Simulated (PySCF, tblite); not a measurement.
# C₅H₈SSi: infrared bands and NMR shifts

Aim: predict the infrared bands and NMR shifts of C₅H₈SSi (`[SiH3]Cc1ccsc1`).

Programs: tblite 0.8.0 and PySCF 2.14.0, with density-fitted response routines of our own. Each step states its level of theory. These are calculated values for one molecule in the gas phase, unless marked as measured. Atoms are numbered from 0 throughout.

## 1. The molecule as given

15 atoms, charge 0, multiplicity 1; geometry from: GFN2-xTB.

Bonds of the start (Å): Si0–C1 1.91, C1–C2 1.49, C2–C3 1.42, C3–C4 1.35, C4–S5 1.72, S5–C6 1.72, C6–C2 1.36, Si0–H7 1.46, Si0–H8 1.46, Si0–H9 1.46, C1–H10 1.09, C1–H11 1.09, C3–H12 1.08, C4–H13 1.07, C6–H14 1.07.

## 2. Vibrational analysis with GFN2-xTB

What the job is given:

```
{"job": {"kind": "ir", "xc": "GFN2-xTB", "basis": "xTB"}, "charge": 0, "multiplicity": 1}
Si    -2.070814     0.645638     0.610922
C     -1.017648    -0.052958    -0.823384
C      0.368728    -0.343679    -0.370300
C      1.361105     0.659004    -0.194085
C      2.538862     0.167581     0.258571
S      2.479491    -1.535244     0.492466
C      0.839909    -1.573757    -0.034014
H     -3.420567     0.903713     0.107436
H     -2.107061    -0.340832     1.689994
H     -1.470303     1.891080     1.089540
H     -1.477709    -0.963940    -1.207095
H     -0.987635     0.668841    -1.640955
H      1.188642     1.699324    -0.406110
H      3.447021     0.696124     0.469818
H      0.323565    -2.512907    -0.064716
```

**Question.** This job is followed by: GIAO PBE0/pcSseg-1 NMR shielding, non-relativistic, gas phase. What will the session give for the following? strongest single infrared mode (GFN2-xTB); zero-point energy (GFN2-xTB); 13C shifts against TMS (PBE0/pcSseg-1); 1H shifts against TMS (PBE0/pcSseg-1, means over atoms taken as alike); 29Si shifts against TMS (PBE0/pcSseg-1); 33S shifts against CS2 (PBE0/pcSseg-1).

**Answer**, as computed:

| quantity | value |
| --- | --- |
| strongest single infrared mode (GFN2-xTB) | 788 cm⁻¹, 492 km/mol |
| zero-point energy (GFN2-xTB) | 66.8 kcal/mol |
| 13C shifts against TMS (PBE0/pcSseg-1) | 143.8, 135.2, 132.2, 126.6, 15.3 ppm |
| 1H shifts against TMS (PBE0/pcSseg-1, means over atoms taken as alike) | 7.16, 7.01, 6.72, 3.92, 2.45 ppm |
| 29Si shifts against TMS (PBE0/pcSseg-1) | -65.1 ppm |
| 33S shifts against CS2 (PBE0/pcSseg-1) | 222 ppm |

**Reading.** All 39 modes are real, so the xTB geometry is a minimum. GFN2-xTB is a fitted tight-binding method: band positions and strengths are rough. Its intensities can rank the bands wrongly. At PBE0/pcSseg-1: The largest span, 250 ppm, is at S5, where the paramagnetic term is -775 ppm. NICS(1)zz of -26 ppm above the planar ring from C2 marks a diatropic (aromatic) ring current.
